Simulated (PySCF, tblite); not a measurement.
**CH₁₀Ge₂OSi: a rotation path, then NMR shifts on frames**

Aim: move CH₁₀Ge₂OSi (`C[O][GeH2][GeH2][SiH3]`) away from its starting geometry and see how NMR shifts follow the geometry.

The runs use tblite 0.8.0 and PySCF 2.14.0, with density-fitted response routines of our own; the level of theory stands in each step. All values are computed, except where a source is named. Atoms are numbered from 0 throughout.

## Step 1: The molecule as given

15 atoms, charge 0, multiplicity 1; geometry from: GFN2-xTB.

Bonds of the start (Å): C0–O1 1.40, O1–Ge2 1.78, Ge2–Ge3 2.41, Ge3–Si4 2.35, C0–H5 1.09, C0–H6 1.09, C0–H7 1.10, Ge2–H8 1.53, Ge2–H9 1.51, Ge3–H10 1.52, Ge3–H11 1.51, Si4–H12 1.47, Si4–H13 1.46, Si4–H14 1.47.

## Step 2: A band between two rotamers with GFN2-xTB

The job: settings as JSON, then the geometry in Å.

```
{"job": {"kind": "neb", "xc": "GFN2-xTB", "basis": "xTB", "atoms": [3, 2, 1, 0], "turn": 120}, "charge": 0, "multiplicity": 1}
C      2.044140     0.531477     0.623898
O      2.008688     0.214166    -0.741525
Ge     0.820076    -0.875759    -1.488880
Ge    -1.432422    -0.261538    -0.880159
Si    -1.919803     0.451309     1.308749
H      2.374276    -0.320612     1.225272
H      2.755358     1.349489     0.752967
H      1.063030     0.856756     0.994026
H      1.207004    -2.297478    -1.061403
H      1.300922    -0.711636    -2.909081
H     -1.898806     0.731516    -1.927875
H     -2.275713    -1.458799    -1.267970
H     -1.436980     1.817829     1.524143
H     -3.361381     0.412166     1.554705
H     -1.252804    -0.430896     2.271222
```

Level: GFN2-xTB climbing-image nudged elastic band, gas phase.

Started as:

```console
$ OMP_NUM_THREADS=1 python probes_run.py task.json out
```

The driver reads the jobs from task.json and runs them one after another.

Standard output:

```text
image   E - E0 / eV
  0      -0.0000
  1       0.0076
  2       0.0434
  3       0.0829
  4       0.0364
  5      -0.0247
  6      -0.0333
  7      -0.0073
  8      -0.0530
```

It took 7.3 s on 1 thread of Arm Neoverse V2, shared host; peak memory 0.19 GiB.

The final band, with the dihedral Ge3–Ge2–O1–C0:

```
image  dihedral (°)  energy (eV)  energy (kcal/mol)
    0            51        0.000                0.0
    1            63        0.008                0.2
    2            80        0.043                1.0
    3           110        0.083                1.9
    4           145        0.036                0.8
    5           172       -0.025               -0.6
    6           183       -0.033               -0.8
    7           193       -0.007               -0.2
    8           180       -0.053               -1.2
```

## Step 3: NMR shieldings: image 0, PBE0/pcSseg-1

The job: settings as JSON, then the geometry in Å.

```
{"job": {"kind": "nmr", "xc": "PBE0", "basis": "pcSseg-1", "pop": false}, "charge": 0, "multiplicity": 1}
C      2.044100     0.531500     0.623900
O      2.008700     0.214200    -0.741500
Ge     0.820100    -0.875800    -1.488900
Ge    -1.432400    -0.261500    -0.880200
Si    -1.919800     0.451300     1.308700
H      2.374300    -0.320600     1.225300
H      2.755400     1.349500     0.753000
H      1.063000     0.856800     0.994000
H      1.207000    -2.297500    -1.061400
H      1.300900    -0.711600    -2.909100
H     -1.898800     0.731500    -1.927900
H     -2.275700    -1.458800    -1.268000
H     -1.437000     1.817800     1.524100
H     -3.361400     0.412200     1.554700
H     -1.252800    -0.430900     2.271200
```

With the program's defaults for keys left out, this is: GIAO PBE0/pcSseg-1 NMR shielding, non-relativistic, gas phase.

Standard output:

```text
coarse grid: 56328 points
cycle   1  E = -4561.4385843901  dE = -1.134e+00  |g| = 1.354e+00  |ddm| = 3.569e+00
cycle   2  E = -4561.0770648332  dE =  3.615e-01  |g| = 1.858e+00  |ddm| = 2.139e+00
cycle   3  E = -4561.5666497511  dE = -4.896e-01  |g| = 4.209e-01  |ddm| = 1.827e+00
cycle   4  E = -4561.5980726790  dE = -3.142e-02  |g| = 8.844e-02  |ddm| = 3.250e-01
cycle   5  E = -4561.5988224648  dE = -7.498e-04  |g| = 1.945e-02  |ddm| = 7.638e-02
cycle   6  E = -4561.5988951992  dE = -7.273e-05  |g| = 4.714e-03  |ddm| = 2.497e-02
cycle   7  E = -4561.5989007010  dE = -5.502e-06  |g| = 1.027e-03  |ddm| = 4.707e-03
final grid: 114144 points
cycle   8  E = -4561.5988608252  dE =  3.344e-09  |g| = 1.166e-03  |ddm| = 2.461e-03
cycle   9  E = -4561.5988606721  dE =  1.531e-07  |g| = 1.486e-03  |ddm| = 2.082e-03
cycle  10  E = -4561.5988610645  dE = -3.924e-07  |g| = 2.339e-04  |ddm| = 1.248e-03
cycle  11  E = -4561.5988610740  dE = -9.535e-09  |g| = 1.837e-05  |ddm| = 1.582e-04
cycle  12  E = -4561.5988610740  dE = -4.729e-11  |g| = 2.505e-06  |ddm| = 1.929e-05
converged SCF energy = -4561.5988610740

GIAO shielding tensors (ppm)
atom      isotropic    diamagn.    paramagn.     s11        s22        s33       span
  0 C      127.786     246.277    -118.491     99.330    102.826    181.202     81.873
  1 O      340.618     399.944     -59.326    261.087    362.376    398.390    137.303
  2 Ge    1348.497    2755.110   -1406.613   1137.864   1296.925   1610.702    472.838
  3 Ge    1744.185    2758.194   -1014.008   1727.418   1742.360   1762.779     35.361
  4 Si     454.638     879.509    -424.871    440.000    455.779    468.135     28.136
  5 H       28.120      30.205      -2.085     24.349     25.206     34.806     10.456
  6 H       27.612      28.879      -1.267     23.087     25.159     34.589     11.503
  7 H       28.391      32.871      -4.481     22.315     29.452     33.406     11.091
  8 H       26.125      28.745      -2.621     19.468     21.759     37.147     17.679
  9 H       26.270      28.503      -2.233     19.098     21.898     37.815     18.717
 10 H       28.382      29.780      -1.398     21.251     22.816     41.077     19.826
 11 H       28.665      29.804      -1.139     21.683     22.937     41.373     19.690
 12 H       27.805      28.727      -0.922     23.976     25.875     33.565      9.589
 13 H       27.759      28.120      -0.361     23.419     25.099     34.760     11.341
 14 H       27.832      28.875      -1.042     23.830     26.342     33.326      9.496
```

Wall time 34 s (1 thread of Arm Neoverse V2, shared host); peak memory 0.79 GiB.

Shifts follow as δ = σ(reference) − σ, with reference shieldings (ppm) from runs at the same level and on the same kind of geometry: ¹H TMS 31.72, ¹³C TMS 186.9, ²⁹Si TMS 349.2, ¹⁷O H2O 336.1, ⁷³Ge GeMe4 1331. The references are single molecules in the gas phase, so shifts against H2O, NH3, PH3, H3PO4 or CFCl3 are not on the usual liquid scales and can be off by tens of ppm. Each atom is listed at this fixed geometry, with no averaging over motion; a spectrum would average atoms that exchange fast.

```
atoms                               environment  σ (ppm)  δ (ppm)
   C0                 methyl carbon bonded to O    127.8     59.1
   H8   hydrogen on a germanium bonded to Ge, O    26.12     5.59
   H9   hydrogen on a germanium bonded to Ge, O    26.27     5.45
   H6   hydrogen on a methyl carbon bonded to O    27.61     4.11
  H13        hydrogen on a silicon bonded to Ge    27.76     3.96
  H12        hydrogen on a silicon bonded to Ge    27.81     3.91
  H14        hydrogen on a silicon bonded to Ge    27.83     3.88
   H5   hydrogen on a methyl carbon bonded to O    28.12     3.60
  H10  hydrogen on a germanium bonded to Ge, Si    28.38     3.34
   H7   hydrogen on a methyl carbon bonded to O    28.39     3.33
  H11  hydrogen on a germanium bonded to Ge, Si    28.66     3.05
   O1                    oxygen bonded to C, Ge    340.6     -4.5
  Ge2            germanium bonded to Ge, O, 2 H     1348      -18
  Ge3           germanium bonded to Ge, Si, 2 H     1744     -413
  Si4                 silicon bonded to Ge, 3 H    454.6   -105.5
```

Orbitals, density, ELF and potential are computed afterwards from the orbital file.

Frontier orbitals at PBE0/pcSseg-1, with the share of their density that lies nearest to each atom:

```
orbital  energy (eV)                                      lies on
   HOMO        -7.40                    O1 51 %; Ge3 10 %; H8 9 %
   LUMO        -0.70  Ge2, Ge3 about 18 % each; H9 13 %; Si4 12 %
```

ELF in a plane through or near 5 of the atoms.

Ten even steps from '0' (0.00) to '9' (1.00):
```
0000000000000000000000000000
0000000000000000000000000000
0000000000000000000000000000
0000000000000000000000000000
0000000243001000011100000000
0000001576227800145310000000
0000001476389910477523330000
0000000142589910341158995000
0000000137556501307379999000
0000003785730015861189999000
0000004786842255689568995000
0000001344111732515310010000
0000000011562636542200000000
0000000264251642314200000000
0000002899843433577410000000
0000002899952111477300000000
0000000489830000122100000000
0000000002100000000000000000
0000000000000000000000000000
0000000000000000000000000000
```
The map spans 12.5 Å across and 10.1 Å up, centred on the molecule. Atoms in the plane (x, y in Å): C0 (-1.7, 1.3), Ge2 (-1.3, -1.4), Ge3 (1.1, -1.3), Si4 (2.2, 0.8), H7 (-0.7, 1.5).

log10 of the density (e/Å³) in the same plane.

Values, 10 rows by 14 columns:
```
-4.0 -4.0 -4.0 -4.0 -4.0 -4.0 -4.0 -4.0 -4.0 -4.0 -4.0 -4.0 -4.0 -4.0
-4.0 -4.0 -4.0 -4.0 -3.5 -3.5 -3.9 -4.0 -3.6 -3.4 -3.7 -4.0 -4.0 -4.0
-4.0 -4.0 -3.8 -2.5 -1.5 -1.5 -1.9 -2.4 -2.1 -1.8 -2.2 -2.9 -3.6 -4.0
-4.0 -4.0 -3.3 -1.9 -0.4  0.1 -0.1 -1.4 -1.0 -0.5 -1.0 -1.6 -2.5 -3.7
-4.0 -4.0 -3.5 -1.7 -0.4  0.1 -0.5 -1.4 -0.7  1.2 -0.2 -0.4 -1.7 -3.3
-4.0 -4.0 -3.3 -1.4  0.2  0.3 -0.8 -0.8 -0.3 -0.3 -0.7 -1.1 -2.1 -3.5
-4.0 -4.0 -3.5 -2.1 -1.0  1.2  0.6 -0.1  2.4 -0.4 -1.7 -2.6 -3.3 -4.0
-4.0 -4.0 -3.4 -2.1 -0.7 -0.2 -0.7 -0.9 -0.5 -0.7 -1.9 -3.0 -4.0 -4.0
-4.0 -4.0 -3.9 -2.7 -1.7 -1.5 -2.0 -2.1 -1.8 -1.8 -2.6 -3.7 -4.0 -4.0
-4.0 -4.0 -4.0 -3.9 -3.2 -3.0 -3.3 -3.4 -3.2 -3.3 -3.9 -4.0 -4.0 -4.0
```
The map spans 12.5 Å across and 10.1 Å up, centred on the molecule. Atoms in the plane (x, y in Å): C0 (-1.7, 1.3), Ge2 (-1.3, -1.4), Ge3 (1.1, -1.3), Si4 (2.2, 0.8), H7 (-0.7, 1.5).

On the surface of density 0.002 e/bohr³ the electrostatic potential runs, from the 1st to the 99th percentile, from -1.51 V near O1 to 1.18 V near Ge2.

## Step 4: NMR shieldings: image 1, PBE0/pcSseg-1

The job: settings as JSON, then the geometry in Å.

```
{"job": {"kind": "nmr", "xc": "PBE0", "basis": "pcSseg-1", "pop": false}, "charge": 0, "multiplicity": 1}
C      2.175100     0.448100     0.645700
O      1.966100     0.312500    -0.735400
Ge     0.806200    -0.813600    -1.474700
Ge    -1.468200    -0.301100    -0.854000
Si    -2.030100     0.523800     1.276600
H      2.726600    -0.408100     1.044900
H      2.767200     1.352000     0.802100
H      1.233200     0.543800     1.200100
H      1.271400    -2.224700    -1.094100
H      1.227200    -0.587700    -2.905400
H     -1.980100     0.616500    -1.948300
H     -2.255100    -1.552900    -1.189400
H     -1.583400     1.911400     1.416100
H     -3.478800     0.465900     1.474600
H     -1.381600    -0.277900     2.319300
```

Method: GIAO PBE0/pcSseg-1 NMR shielding, non-relativistic, gas phase.

Standard output:

```text
coarse grid: 56328 points
cycle   1  E = -4561.4386866695  dE = -1.141e+00  |g| = 1.354e+00  |ddm| = 3.568e+00
cycle   2  E = -4561.0786850522  dE =  3.600e-01  |g| = 1.856e+00  |ddm| = 2.191e+00
cycle   3  E = -4561.5669305411  dE = -4.882e-01  |g| = 4.196e-01  |ddm| = 1.884e+00
cycle   4  E = -4561.5981792927  dE = -3.125e-02  |g| = 8.847e-02  |ddm| = 3.316e-01
cycle   5  E = -4561.5989311313  dE = -7.518e-04  |g| = 1.957e-02  |ddm| = 7.753e-02
cycle   6  E = -4561.5990048633  dE = -7.373e-05  |g| = 4.741e-03  |ddm| = 2.513e-02
cycle   7  E = -4561.5990104218  dE = -5.559e-06  |g| = 1.036e-03  |ddm| = 4.724e-03
final grid: 114144 points
cycle   8  E = -4561.5989671428  dE = -5.548e-09  |g| = 1.171e-03  |ddm| = 2.461e-03
cycle   9  E = -4561.5989670002  dE =  1.426e-07  |g| = 1.474e-03  |ddm| = 2.100e-03
cycle  10  E = -4561.5989673826  dE = -3.824e-07  |g| = 2.300e-04  |ddm| = 1.248e-03
cycle  11  E = -4561.5989673919  dE = -9.278e-09  |g| = 1.872e-05  |ddm| = 1.601e-04
cycle  12  E = -4561.5989673919  dE = -5.548e-11  |g| = 2.441e-06  |ddm| = 1.946e-05
converged SCF energy = -4561.5989673919

GIAO shielding tensors (ppm)
atom      isotropic    diamagn.    paramagn.     s11        s22        s33       span
  0 C      128.365     245.419    -117.054    101.020    101.300    182.775     81.756
  1 O      343.137     400.204     -57.066    269.167    364.076    396.169    127.002
  2 Ge    1350.926    2755.071   -1404.146   1139.227   1305.739   1607.812    468.585
  3 Ge    1740.529    2758.202   -1017.673   1724.085   1737.101   1760.401     36.316
  4 Si     455.688     879.428    -423.740    443.436    454.742    468.888     25.452
  5 H       28.067      29.538      -1.471     24.066     25.176     34.958     10.893
  6 H       27.646      28.875      -1.230     23.347     24.911     34.678     11.332
  7 H       28.393      32.589      -4.195     22.581     28.946     33.653     11.071
  8 H       26.152      28.776      -2.624     19.486     21.881     37.088     17.602
  9 H       26.288      28.607      -2.318     19.088     21.988     37.789     18.700
 10 H       28.384      29.880      -1.496     21.241     22.995     40.915     19.675
 11 H       28.635      29.812      -1.176     21.562     23.015     41.329     19.767
 12 H       27.813      28.655      -0.841     24.010     25.789     33.641      9.631
 13 H       27.796      28.048      -0.252     23.550     25.156     34.681     11.131
 14 H       27.838      28.692      -0.854     23.821     26.285     33.409      9.588
```

It took 27 s on 1 thread of Arm Neoverse V2, shared host; peak memory 0.94 GiB.

Key values: δ C0 58.6, O1 -7.1, Ge2 -20, Ge3 -410, H8 5.57, H9 5.43 ppm.

[end of part 1 of 2]
